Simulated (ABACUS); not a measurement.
The system is NiMoIrPdW.

```xyz
5
Lattice="2.7608 0.0000 0.0000 -1.3804 2.3909 0.0000 0.0000 0.0000 11.3405" Properties=species:S:1:pos:R:3 pbc="T T T"
Ir    0.0000    0.0000    1.2025
W     1.3804    0.7970    6.0015
Pd    1.3804    0.7970   10.1952
Mo    1.3804    0.7970    3.3369
Ni    0.0000    0.0000    8.0423
```

The cell was built by a generator and needn't be a form met in nature.

Base run:

| Quantity | Value |
| --- | --- |
| Program | ABACUS 3.10.1 |
| Functional | BLYP |
| Potentials or basis | PseudoDojo NC SR 0.4.1 PBE standard |
| Cutoff | 1361 eV |
| Density cutoff | 5442 eV |
| Basis | DZP LCAO (the cutoffs set its grid) |
| k mesh | 11 × 11 × 3 |
| Occupations | fermi-dirac, width 0.05 eV |
| Spin | collinear spin, ferromagnetic start |
| Starting moments | [0.6, 0.0, 0.0, 1.0, 1.0] μB |

Its results: band gap on the k mesh none (metal or under the smearing width); pressure 11.1 GPa; net moment 0.00 μB per cell; largest force 0.628 eV/Å.

Question: The run is repeated on the same cell with these changes: dispersion from none to D3(BJ). What comes out?

Answer: Band gap on the k mesh none (metal or under the smearing width); pressure -4.1 GPa; net moment 0.00 μB per cell; largest force 0.553 eV/Å.

Dispersion adds attraction, which lowers the pressure at fixed volume and, as a term added to the energy, leaves the levels alone.

Caveats: the atomic orbitals were generated for these runs and aren't a published set; this set's palladium file may shift the pressure by some GPa; the potentials were made for another functional, which shifts forces and pressure; the basis of atomic orbitals isn't converged, which shifts pressures, moduli and gaps; pairwise dispersion overbinds metals, which lowers pressure and volume (some runs).

Not every run made on this cell is shown here.
